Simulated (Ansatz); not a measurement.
# SiO2: the cost of one run

Method: DFT LDA, scalar-relativistic, plane waves, PAW, in Ansatz 0.2.0.

### 1 Starting point

Symmetry: I4_122, No. 98, tetragonal system. The conventional cell has a = 5.676 Å, b = 5.676 Å, c = 11.320 Å, α = 90.00°, β = 90.00°, γ = 90.00°. Around Si (site symmetry 2) lie 4 O at 1.63 to 1.64 Å. O (site symmetry 2) has 2 Si at 1.64 Å in its first shell of neighbours. Around O (site symmetry 2) lie 2 Si at 1.63 Å.

As a file:

```
CELL_PARAMETERS angstrom
-2.83790 2.83790 5.66021
2.83790 -2.83790 5.66021
2.83790 2.83790 -5.66021
ATOMIC_POSITIONS crystal
Si 0.37500 0.98638 0.11138
Si 0.73638 0.12500 0.11138
Si 0.01362 0.62500 0.88862
Si 0.87500 0.26362 0.88862
O 0.71788 0.28212 0.00000
O 0.28212 0.71788 0.00000
O 0.86627 0.36627 0.50000
O 0.88373 0.88373 0.00000
O 0.11627 0.11627 0.00000
O 0.03212 0.53212 0.06425
O 0.46788 0.96788 0.93575
O 0.63373 0.13373 0.50000
```

Source of the structure: the Materials Project (structure only).

(A quick probe on a coarse mesh, which set the mesh and smearing, is not shown.)

### 3 The relaxation

File input.yaml:

```yaml
crystal:
  lattice:
    - [-2.837898, 2.837898, 5.66021]
    - [2.837898, -2.837898, 5.66021]
    - [2.837898, 2.837898, -5.66021]
  atoms:
    - { symbol: Si, position: [0.375, 0.986382, 0.111382] }
    - { symbol: Si, position: [0.736382, 0.125, 0.111382] }
    - { symbol: Si, position: [0.013618, 0.625, 0.888618] }
    - { symbol: Si, position: [0.875, 0.263618, 0.888618] }
    - { symbol: O, position: [0.717877, 0.282123, 0.0] }
    - { symbol: O, position: [0.282123, 0.717877, 0.0] }
    - { symbol: O, position: [0.866273, 0.366273, 0.5] }
    - { symbol: O, position: [0.883727, 0.883727, 0.0] }
    - { symbol: O, position: [0.116273, 0.116273, 0.0] }
    - { symbol: O, position: [0.032123, 0.532123, 0.064246] }
    - { symbol: O, position: [0.467877, 0.967877, 0.935754] }
    - { symbol: O, position: [0.633727, 0.133727, 0.5] }
basis:
  ecutwfc: 420
kpoints:
  mp_grid: { grid: [6, 6, 6] }
hamiltonian:
  xc: lda
scf:
  occupations: { method: gaussian, width: 0.02 }
output:
  forces: true
  stress: true
  eigenvalues: true
  write_density: true
  write_potential: true
  elf: true
  volumetric_format: npy
relax:
  adjacent_minimum: "off"
  f_tol: 0.005
  max_steps: 80
  cell: { stress_tol: 0.05 }
```

Started as:

```console
$ ansatz run input.yaml --threads 2 --pin off --max-ram 5120MiB --backend cpu --events-out ev --progress --plain --runs-dir out
```

Q: Estimate wall time and peak memory on 2 threads of Arm Neoverse V1, shared host.

About 2.1 min, with a peak of 0.52 GiB.
